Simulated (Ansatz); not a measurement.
# Zr3Ag: the cost of one run

Method: DFT LDA, scalar-relativistic, in Ansatz 0.2.0.

## 1. The starting structure

It takes space group P4/mmm (No. 123, tetragonal). The conventional cell has a = 4.566 Å, b = 4.566 Å, c = 3.986 Å, α = 90.00°, β = 90.00°, γ = 90.00°. Zr (site symmetry 4/mmm) is surrounded by 8 Zr at 3.03 Å and 4 Ag at 3.23 Å. Zr (site symmetry mmm) is surrounded by 8 Zr at 3.03 to 3.23 Å and 4 Ag at 3.03 Å. Ag (site symmetry 4/mmm) is surrounded by 12 Zr at 3.03 to 3.23 Å.

Structure file:

```
Zr Ag
1.0
     4.56600    0.00000    0.00000
     0.00000    4.56600    0.00000
     0.00000    0.00000    3.98600
Zr Ag
3 1
Direct
  0.50000 0.50000 0.00000
  0.00000 0.50000 0.50000
  0.50000 0.00000 0.50000
  0.00000 0.00000 0.00000
```

Atoms are numbered in the order of the input: Zr1, Zr2, Zr3, Ag4.

## 2. Volume × 0.96, LAPW

Contents of input.yaml:

```yaml
crystal:
  lattice:
    - [4.5042897326, 0.0, 0.0]
    - [0.0, 4.5042897326, 0.0]
    - [0.0, 0.0, 3.9321285313]
  atoms:
    - { symbol: Zr, position: [0.5, 0.5, 0.0] }
    - { symbol: Zr, position: [0.0, 0.5, 0.5] }
    - { symbol: Zr, position: [0.5, 0.0, 0.5] }
    - { symbol: Ag, position: [0.0, 0.0, 0.0] }
kpoints:
  mp_grid: { grid: [7, 7, 8] }
  band_path:
    path:
      - [0.0, 0.0, 0.0]
      - [0.0, 0.5, 0.0]
      - [0.5, 0.5, 0.0]
      - [0.0, 0.0, 0.0]
      - [0.0, 0.0, 0.5]
      - [0.0, 0.5, 0.5]
      - [0.5, 0.5, 0.5]
      - [0.0, 0.0, 0.5]
      - [0.0, 0.5, 0.0]
    npoints: 5
scf:
  occupations: { method: fermi_dirac, width: 0.05 }
hamiltonian:
  xc: lda
  pseudopotentials: { kind: all_electron, lapw: { basis_error: 0.001 } }
output:
  forces: true
  stress: true
  eigenvalues: true
```

Started as:

```
> ansatz run input.yaml --threads 1 --pin off --max-ram 4096MiB --backend cpu --events-out ev --progress --plain --runs-dir out
```

Q: Estimate wall time and peak memory on 1 thread of Intel Xeon 6975P-C (Granite Rapids), shared host.

About 44 s, with a peak of 0.65 GiB.
